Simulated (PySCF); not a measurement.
**IrSH₂: relaxation and vibrations of the quartet**

The task is one start of a wider search on IrSH₂: the quartet, from a PBE0 minimum start. It is relaxed, tested by its Hessian and followed downhill if it is a saddle.

The runs use PySCF 2.14.0; PBE0, basis Ir def2-TZVP with ECP60, S def2-TZVP, H def2-TZVP, scalar-relativistic core potentials, no spin–orbit coupling, density fitting.

**1. Where the work starts**

4 atoms, charge 0, spin multiplicity 4.

Bond lengths: Ir1–S2 2.115 Å, Ir1–H3 1.570 Å, Ir1–H4 1.570 Å. Angles: S2–Ir1–H3 111.3°, S2–Ir1–H4 111.3°, H3–Ir1–H4 81.2°.

```xyz
4
charge 0 multiplicity 4
Ir   -0.0108    0.2929    0.0000
S     0.0000   -1.8224    0.0000
H     1.0333    0.8679   -1.0214
H     1.0333    0.8679    1.0214
```

**2. First SCF at the start**

One driver script runs all steps and calls PySCF; scf.py shows how it sets up the SCF of each step. The optimiser is the driver's own. After this first run the driver tries any further starts and a stability analysis.

Input file scf.py:

```python
from pyscf import gto, scf, dft
mol = gto.M(atom='''
Ir    -0.010790     0.292890    -0.000000
S     -0.000000    -1.822410     0.000000
H      1.033270     0.867870    -1.021400
H      1.033270     0.867870     1.021400''',
    basis={'Ir': 'def2-TZVP', 'S': 'def2-TZVP', 'H': 'def2-TZVP'},
    ecp={'Ir': 'def2-TZVP'},
    charge=0, spin=3)
mf = dft.UKS(mol, xc='PBE0')
mf.grids.atom_grid = (50, 194)
aux = {'Ir': 'def2-universal-JKFIT', 'S': 'def2-universal-JKFIT', 'H': 'def2-universal-JKFIT'}
mf = mf.density_fit(auxbasis=aux)
mf.conv_tol = 1e-08
mf.diis_space = 10
mf.max_cycle = 60
mf.init_guess = 'minao'
mf.verbose = 4
mf.kernel()
```

The run is started by

```sh
> OMP_NUM_THREADS=4 python axn.py task.json out
```

After this run come: Relaxing the quartet from the PBE0 minimum start; Frequencies.

Before running it: what results should come out? Wanted: minimum; geometry; wavenumbers; dipole moment; highest occupied, lowest empty level; polar-tensor charge of Ir1; zero-point energy; atomisation energy; ⟨S²⟩.

As calculated:

| quantity | value |
| --- | --- |
| minimum | quartet, Cs |
| geometry | Ir–H 1.570 Å (×2), Ir–S 2.115 Å; H–Ir–H 81.2°, H–Ir–S 111.3° (×2) |
| wavenumbers (cm⁻¹) | 61 (a''), 461 (a'), 488 (a'), 704 (a'), 2214 (a''), 2287 (a') |
| dipole moment | 1.36 D |
| highest occupied, lowest empty level (either spin) | -5.89, -4.12 eV |
| polar-tensor charge of Ir1 | +0.26 e |
| zero-point energy | 37.2 kJ/mol |
| entropy at 298.15 K | 308.7 J/(mol K) |
| atomisation energy (no zero-point energy) | 943 kJ/mol |
| ⟨S²⟩ | 3.778 |

In words: The molecule stays Cs, as typed, and the end point is a minimum. In the infrared the band at 2214 cm⁻¹ (a'', stretch) leads. Most of the spin sits on Ir1 (Mulliken spin 1.66, against 3 for the whole molecule). Only this shape and spin were tried, so other structures or states may lie lower. Open d and f shells are described by one determinant, and the ground state may have another occupation or spin. Spin–orbit coupling, left out here, can matter for elements this heavy.
